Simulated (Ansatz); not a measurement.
# C3H9ClS3Zr: up Jacob's ladder to CCSD(T)

The task here is to estimate one member of a computed series from the others.

Computed with Ansatz 0.2.0, Gaussian basis. Level: functionals in def2-TZVPP, the program's frozen cores in correlated methods.

Levels to be run: LDA (SPW92), PBE-D4, revPBE-D4, BLYP-D4, r2SCAN-D4, B97M-V, PBE0-D4, B3LYP-D4, r2SCANh-D4, r2SCAN0-D4, HSE06-D4, BHLYP-D4, CAM-B3LYP-D4, LC-ωPBE, ωB97X-V, ωB97M-V, B2PLYP, PBE-QIDH; CCSD(T)/def2-SVP; CCSD(T)/def2-TZVPP; MP2/def2-QZVPP; extrapolation to the limit; RPA on PBE.

**The geometry**

An earlier PBE0-D4 in a triple-zeta def2 set relaxation fixed the geometry. Zr takes the def2 core potential; no spin-orbit term is included.

SMILES `C[S][Zr]([Cl])([S]C)[S]C`, 17 atoms, charge 0, spin multiplicity 1.

Atoms are counted from 1 here; the program's logs count them from 0.

Bond lengths: C1–S2 1.827 Å, C1–H9 1.089 Å, C1–H10 1.097 Å, C1–H11 1.089 Å, S2–Zr3 2.410 Å, Zr3–Cl4 2.361 Å, Zr3–S5 2.391 Å, Zr3–S7 2.409 Å, S5–C6 1.826 Å, C6–H12 1.089 Å, C6–H13 1.089 Å, C6–H14 1.098 Å, S7–C8 1.824 Å, C8–H15 1.089 Å, C8–H16 1.089 Å, C8–H17 1.090 Å. Angles: S2–C1–H9 109.4°, S2–C1–H10 113.4°, S2–C1–H11 108.5°, H9–C1–H10 108.1°, H9–C1–H11 110.1°, H10–C1–H11 107.4°, C1–S2–Zr3 90.8°, S2–Zr3–Cl4 112.6°, S2–Zr3–S5 105.3°, S2–Zr3–S7 108.8°, Cl4–Zr3–S5 112.7°, Cl4–Zr3–S7 110.5°, S5–Zr3–S7 106.6°, Zr3–S5–C6 90.1°, S5–C6–H12 108.7°, S5–C6–H13 109.1°, S5–C6–H14 113.6°, H12–C6–H13 110.4° and more.

The first run:

Contents of in.yaml:

```yaml
crystal:
  periodic: [false, false, false]
  atoms:
    - {symbol: C, position_ang: [-2.076718, -0.687773, 1.275222]}
    - {symbol: S, position_ang: [-1.543893, -0.493425, -0.461668]}
    - {symbol: Zr, position_ang: [0.452163, 0.657075, 0.243943]}
    - {symbol: Cl, position_ang: [-0.004316, 2.457672, 1.701218]}
    - {symbol: S, position_ang: [1.527668, 1.352785, -1.775420]}
    - {symbol: C, position_ang: [0.177860, 2.542232, -2.089463]}
    - {symbol: S, position_ang: [1.927853, -0.927665, 1.299628]}
    - {symbol: C, position_ang: [1.639363, -2.522833, 0.464307]}
    - {symbol: H, position_ang: [-2.968099, -0.087489, 1.448653]}
    - {symbol: H, position_ang: [-1.314003, -0.381531, 2.001760]}
    - {symbol: H, position_ang: [-2.292438, -1.740221, 1.454436]}
    - {symbol: H, position_ang: [-0.256851, 2.326296, -3.064201]}
    - {symbol: H, position_ang: [0.582347, 3.552796, -2.069885]}
    - {symbol: H, position_ang: [-0.633897, 2.489596, -1.351822]}
    - {symbol: H, position_ang: [2.498364, -2.741178, -0.168476]}
    - {symbol: H, position_ang: [0.734167, -2.505298, -0.140025]}
    - {symbol: H, position_ang: [1.550430, -3.291049, 1.231794]}
basis:
  gaussian: {orbitals: def2-TZVPP}
hamiltonian: {xc: lda}
output: {orbitals: {seedname: orbitals}}
```

Started as:

```console
$ ansatz run in.yaml --threads 4 --pin off --events-out ev --progress --plain --max-ram 46080MiB --backend cuda --devices 0, --max-vram 37GiB
```

Steps of the session up to this table: LDA; PBE-D4 (GGA); revPBE-D4 (GGA); BLYP-D4 (GGA); r2SCAN-D4 (meta-GGA); B97M-V (meta-GGA); B3LYP-D4 (hybrid); r2SCANh-D4 (hybrid); r2SCAN0-D4 (hybrid); HSE06-D4 (hybrid); BHLYP-D4 (hybrid); CAM-B3LYP-D4 (range-separated); LC-ωPBE (range-separated); ωB97X-V (range-separated); ωB97M-V (range-separated); B2PLYP (double hybrid); PBE-QIDH (double hybrid).

One of the session's tables, all rows but one given; the rest of the session is left out.

It belongs to the step «Orbital energies across the functionals». 

| functional | HOMO (eV) | LUMO (eV) | gap (eV) |
| --- | --- | --- | --- |
| LDA (SPW92) | -6.21 | -3.12 | 3.08 |
| PBE-D4 | -6.07 | -2.91 | 3.16 |
| revPBE-D4 | -6.02 | -2.83 | 3.19 |
| BLYP-D4 | -5.90 | -2.76 | 3.14 |
| r2SCAN-D4 | -6.33 | -2.79 | 3.54 |
| B97M-V | -6.41 | -2.77 | 3.64 |
| PBE0-D4 | -7.22 | -2.14 | 5.07 |
| B3LYP-D4 | -6.98 | -2.32 | 4.66 |
| r2SCANh-D4 | -6.75 | -2.50 | 4.25 |
| r2SCAN0-D4 | -7.38 | -2.06 | 5.32 |
| HSE06-D4 | -6.82 | -2.51 | 4.31 |
| BHLYP-D4 | -8.22 | -1.20 | 7.02 |
| CAM-B3LYP-D4 | -8.48 | -1.10 | 7.38 |
| LC-ωPBE | -9.84 | -0.05 | 9.79 |
| ωB97X-V | ? | ? | ? |
| ωB97M-V | -9.33 | -0.20 | 9.13 |

Q: Estimate the row for ωB97X-V from the others.

As computed: HOMO (eV): -9.50; LUMO (eV): -0.12; gap (eV): 9.38. In the column «HOMO (eV)» it lies between LC-ωPBE (-9.84) and ωB97M-V (-9.33).
